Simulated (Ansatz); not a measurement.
# ZnTe4Ru2 (element-swapped structure): how the settings move a relaxation

Aim: see which settings change the result for ZnTe4Ru2 (element-swapped structure), by how much, and at what cost.

Program: Ansatz 0.2.0. Level of theory: reference: DFT PBE, plane waves, PAW, scalar-relativistic, no spin polarisation. These are calculated values, not measurements.

1 further run of the same task is left out (it didn't finish).

## 1. The structure to begin with

It takes space group I-4 (No. 82, tetragonal). Conventional cell: a = 5.961 Å, b = 5.961 Å, c = 11.918 Å, α = 90.00°, β = 90.00°, γ = 90.00°. Ru (site symmetry -4) has 4 Te at 2.58 Å as nearest neighbours. Zn (site symmetry -4) has 4 Te at 2.58 Å as nearest neighbours. Te (site symmetry 1) is surrounded by 2 Ru at 2.58 Å and 1 Zn at 2.58 Å.

Coordinates:

```
Ru Zn Te
1.0
     0.00000    5.96082    0.00000
     5.96082    0.00000    0.00000
     2.98041    2.98041   -5.95887
Ru Zn Te
2 1 4
Direct
  0.50000 0.50000 0.00000
  0.75000 0.25000 0.50000
  0.00000 0.00000 0.00000
  0.37500 0.37500 0.75000
  0.62500 0.12500 0.25000
  0.87500 0.87500 0.75000
  0.12500 0.62500 0.25000
```

## 2. Reference

The input, input.yaml:

```yaml
crystal:
  lattice:
    - [0.0, 5.960818, 0.0]
    - [5.960818, 0.0, 0.0]
    - [2.980409, 2.980409, -5.95887]
  atoms:
    - { symbol: Ru, position: [0.5, 0.5, 0.0] }
    - { symbol: Ru, position: [0.75, 0.25, 0.5] }
    - { symbol: Zn, position: [0.0, 0.0, 0.0] }
    - { symbol: Te, position: [0.375, 0.375, 0.75] }
    - { symbol: Te, position: [0.625, 0.125, 0.25] }
    - { symbol: Te, position: [0.875, 0.875, 0.75] }
    - { symbol: Te, position: [0.125, 0.625, 0.25] }
  symmetry: { tolerance: 0.0003 }
kpoints:
  mp_grid: { grid: [4, 4, 4], shift: [0, 0, 0] }
magnetization:
  spin_polarized: false
scf:
  occupations: { method: gaussian, width: 0.1329 }
hamiltonian:
  pseudopotentials: { kind: paw }
  xc: pbe
basis:
  ecutwfc: 420
output:
  forces: true
  stress: true
  eigenvalues: true
  write_density: true
  write_potential: true
  elf: true
  volumetric_format: npy
relax:
  max_steps: 40
  cell: {}
```

Started as:

```sh
> ansatz run input.yaml --threads 1 --pin off --max-ram 2560MiB --backend cpu --events-out ev --progress --plain --runs-dir out
```

## 3. Changing settings: occupations.width 0.05, eigensolver.kind davidson

Edit input.yaml of step 2 so:

```diff
@@ -19,3 +19,4 @@
 scf:
-  occupations: { method: gaussian, width: 0.1329 }
+  occupations: { method: gaussian, width: 0.05 }
+  eigensolver: { kind: davidson }
 hamiltonian:
@@ -29,6 +30,2 @@
   eigenvalues: true
-  write_density: true
-  write_potential: true
-  elf: true
-  volumetric_format: npy
 relax:
```

## 4. Changing settings: spin_polarized true, n_extra_bands 16

Edit input.yaml of step 2 so:

```diff
@@ -17,5 +17,6 @@
 magnetization:
-  spin_polarized: false
+  spin_polarized: true
 scf:
   occupations: { method: gaussian, width: 0.1329 }
+  n_extra_bands: 16
 hamiltonian:
@@ -29,6 +30,2 @@
   eigenvalues: true
-  write_density: true
-  write_potential: true
-  elf: true
-  volumetric_format: npy
 relax:
```

## 5. Variant: mp_grid.grid [6, 6, 6], chi_scale 0.1, xc pbesol

Edit input.yaml of step 2 so:

```diff
@@ -15,3 +15,3 @@
 kpoints:
-  mp_grid: { grid: [4, 4, 4], shift: [0, 0, 0] }
+  mp_grid: { grid: [6, 6, 6], shift: [0, 0, 0] }
 magnetization:
@@ -20,5 +20,6 @@
   occupations: { method: gaussian, width: 0.1329 }
+  initial_density: { chi_scale: 0.1 }
 hamiltonian:
   pseudopotentials: { kind: paw }
-  xc: pbe
+  xc: pbesol
 basis:
```

What does the calculation give? Wanted: for each run, ending; energy change; pressure; gap; force.

**Answer**, as computed:

```tsv
run	ending	energy change	pressure (GPa)	gap (eV)	force (eV/Å)	cycles	time
reference	converged	0	0.0	0.00	0.01	-	2.2 min
1: occupations.width 0.05, eigensolver.kind davidson	converged	-0.4 meV/atom (σ→0)	0.0	0.00	0.01	-	2.5 min
2: spin_polarized true, n_extra_bands 16	converged	0.0 meV/atom	0.0	0.00	0.01	-	2.7 min
3: mp_grid.grid [6, 6, 6], chi_scale 0.1, xc pbesol	converged	not comparable	0.0	0.00	0.00	-	7.3 min
```

Times don't compare one to one where runs were asked for different outputs or read a saved state (see the inputs); cycles may leave out searches for a lower state.

**Reading.** No change moves the result by more than the table shows.

The reference is no final answer either: it is run without spin, though an odd electron count or open d shells could carry moments.
